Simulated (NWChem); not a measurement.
**SnH2Cl (SMILES [Cl][SnH2]) at UHF/def2-SVP (core potential, tol2e 1e-06)**

Aim: the vertical ionisation energy of SnH2Cl at UHF/def2-SVP (core potential, tol2e 1e-06), from 2 runs. 

The results are computed with NWChem 7.3.0.

6 further runs of the same task are left out: 1 that didn't finish, 5 set aside as unsound or not needed.

## Step 1: Starting point

SnH2Cl: 4 atoms, total charge 0, spin state doublet. As SMILES, `[Cl][SnH2]`. The coordinates come from a PBE0-D4/def2-TZVP relaxation.

Bond lengths: Cl1–Sn2 2.343 Å, Sn2–H3 1.723 Å, Sn2–H4 1.723 Å. Angles: Cl1–Sn2–H3 105.0°, Cl1–Sn2–H4 105.0°, H3–Sn2–H4 111.9°.

## Step 2: A single-point energy at UHF/def2-SVP (core potential, tol2e 1e-06)

Input file struct.nw:

```
start struct
memory total 2200 mb

geometry units angstrom noautosym nocenter noautoz
  Cl   -1.882600    0.398400   -0.585000
  Sn    0.380000   -0.179600   -0.397100
  H     0.412500   -1.500000    0.709600
  H     1.145500    1.221000    0.252100
end

basis spherical bse
  * library def2-SVP
end

ecp bse
  Sn library def2-SVP
end

scf
  doublet
  uhf
  thresh 1e-08
  maxiter 80
  tol2e 1e-06
  print low
end

task scf
```

Started as:

```
$ nwchem struct.nw > struct.out
```

Output, cut to the lines that bear on the results:

```text
[...]
  functions       =    54
[...]
  wavefunction    = UHF
[...]
         Total SCF energy =   -673.871417131528
      One electron energy =  -1219.347877099054
      Two electron energy =    441.762103429250
 Nuclear repulsion energy =    103.714356538275
                       Sz =      0.5000
                 Sz(Sz+1) =      0.7500
                      S^2 =      0.7548
[...]
```

Wall time 9 s (1 thread of Intel Xeon Platinum 8488C (Sapphire Rapids), shared host); peak memory 0.099 GiB.

## Step 3: The singlet cation at the same level

Input file job.nw:

```
start job
title "ClH2Sn"
memory 2200 mb
charge 1
geometry noautosym nocenter noautoz
 Cl    -1.882600     0.398400    -0.585000
 Sn     0.380000    -0.179600    -0.397100
 H      0.412500    -1.500000     0.709600
 H      1.145500     1.221000     0.252100
end
basis spherical bse
 * library def2-SVP
end
ecp bse
 Sn library def2-SVP
end
scf
 thresh 1e-08
 maxiter 80
 tol2e 1e-06
 print low
end
task scf energy
```

Started as:

```
$ nwchem job.nw > job.out
```

Output, cut to the lines that bear on the results:

```text
[...]
  functions       =    54
[...]
  wavefunction    = RHF
[...]
         Total SCF energy =   -673.556285380870
      One-electron energy =  -1209.039418931077
      Two-electron energy =    431.768777011931
 Nuclear repulsion energy =    103.714356538275
        Time for solution =      7.3s
 Task  times  cpu:        7.8s     wall:        7.8s
[...]
```

It took 8.7 s on 1 thread of Intel Xeon Platinum 8488C (Sapphire Rapids), shared host; peak memory 0.099 GiB.

## Step 4: Results

Level: UHF/def2-SVP (core potential, tol2e 1e-06).

| quantity | value |
| --- | --- |
| doublet SnH2Cl: total energy | -673.87142 Eh |
| doublet SnH2Cl: ⟨S²⟩ | 0.755 |
| singlet cation: total energy | -673.55629 Eh |
| vertical ionisation energy (to the singlet cation) | 8.575 eV |

What this shows: The vertical ionisation energy comes to 8.58 eV (827 kJ/mol). Only the singlet of the ionised species was computed; a triplet could lie lower.
